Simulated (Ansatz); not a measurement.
# Nb3Re: the cost of one run

Program: Ansatz 0.2.0. Level of theory: DFT PBE, scalar-relativistic, plane waves, PAW. These are calculated values, not measurements.

## 1. The starting structure

The structure is cubic, space group Pm-3m (No. 221). The conventional cell has a = 3.927 Å, b = 3.927 Å, c = 3.927 Å, α = 90.00°, β = 90.00°, γ = 90.00°. Nb (site symmetry 4/mmm) is surrounded by 8 Nb at 2.78 Å and 4 Re at 2.78 Å. Re (site symmetry m-3m) is surrounded by 12 Nb at 2.78 Å.

Structure file:

```
Nb Re
1.0
     3.92664    0.00000    0.00000
     0.00000    3.92664    0.00000
     0.00000    0.00000    3.92664
Nb Re
3 1
Direct
  0.00000 0.50000 0.50000
  0.50000 0.00000 0.50000
  0.50000 0.50000 0.00000
  0.00000 0.00000 0.00000
```

This is candidate A: Cu3Au (L1_2) type (Pm-3m, No. 221).

(A quick probe on a coarse mesh, which set the mesh and smearing, is not shown.)

## 3. Rough relaxation on the coarse mesh (candidate A)

input.yaml reads:

```yaml
crystal:
  lattice:
    - [3.9266364419, 0.0, 0.0]
    - [0.0, 3.9266364419, 0.0]
    - [0.0, 0.0, 3.9266364419]
  atoms:
    - { symbol: Nb, position: [0.0, 0.5, 0.5] }
    - { symbol: Nb, position: [0.5, 0.0, 0.5] }
    - { symbol: Nb, position: [0.5, 0.5, 0.0] }
    - { symbol: Re, position: [0.0, 0.0, 0.0] }
basis:
  ecutwfc: 420
kpoints:
  mp_grid: { grid: [4, 4, 4] }
hamiltonian:
  xc: pbe
scf:
  occupations: { method: gaussian, width: 0.1 }
  lower_state_search: "off"
output:
  forces: true
  stress: true
  eigenvalues: true
relax:
  adjacent_minimum: "off"
  f_tol: 0.04
  max_steps: 70
  cell: { stress_tol: 0.4 }
```

Launch:

```console
ansatz run input.yaml --threads 1 --pin off --max-ram 2560MiB --backend cpu --events-out ev --progress --plain --runs-dir out
```

**Question.** How long does this run take on 1 thread of Intel Xeon 6975P-C (Granite Rapids), shared host, and how much memory does it need?

About 4.1 s, with a peak of 0.38 GiB.
